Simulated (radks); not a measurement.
# Nd⁴⁺ in [Xe] 4f2: an all-electron calculation

Aim: the levels, the sizes of the orbitals and the parts of the energy of the neodymium ion Nd4+.

Method: Dirac Kohn-Sham, PBE, spin-unpolarised, spherical densities, finite nucleus; open shells are shared between the two j in proportion to 2j + 1. Code: radks (a radial shooting solver on a logarithmic mesh, Libxc functionals) version 1.

### Step 1. The system

* element: neodymium (Z = 60)
* charge: +4
* electrons: 56
* configuration: [Xe] 4f2
* nuclear rms radius: 4.9123 fm

Outer shells as boxes (Hund's rule):

Nd⁴⁺
```
[Xe] core
4f [↑ ][↑ ][  ][  ][  ][  ][  ]
```

### Step 2. Self-consistent calculation

The run's settings:

```text
Z 60
configuration [Xe] 4f2
relativity Dirac
functional pbe,pbe
spin unpolarised
j_filling average
nucleus finite rms 4.9123 fm
c 137.035999084
```

Started as:

```bash
$ python run_ks.py task.json out
```

All runs below come from this command, one after another.

Q: Predict the outcome of this run.

The runs gave:

```
                        quantity                   value
                    total energy      -9626.4457 hartree
exchange-correlation share of it                  2.30 %
                            −T/E                  1.0784
          highest occupied level       4f7/2, -49.507 eV
    most extended occupied level  5p3/2, <r> = 1.60 bohr
 radius at density 0.001 e/bohr³               3.23 bohr
    maxima of the radial density                       4
         ionisation energy, NIST     60.0 (semi-emp.) eV
```

The radial density shows 4 maxima for 5 occupied principal shells; where shells overlap, one shows as a shoulder or not at all. −T/E is 1.078: with relativity the kinetic term as defined here no longer equals −E. Minus the highest eigenvalue, 49.507 eV, is 83 % of the tabulated ionisation energy (60.0 eV); the potential of a semilocal functional falls off too fast, so its top eigenvalue is too shallow. Spin polarisation and multiplet splitting are left out. Sharing an open shell by 2j + 1 raises it above the true ground level by a part of the spin-orbit splitting, which enters the differences from NIST.
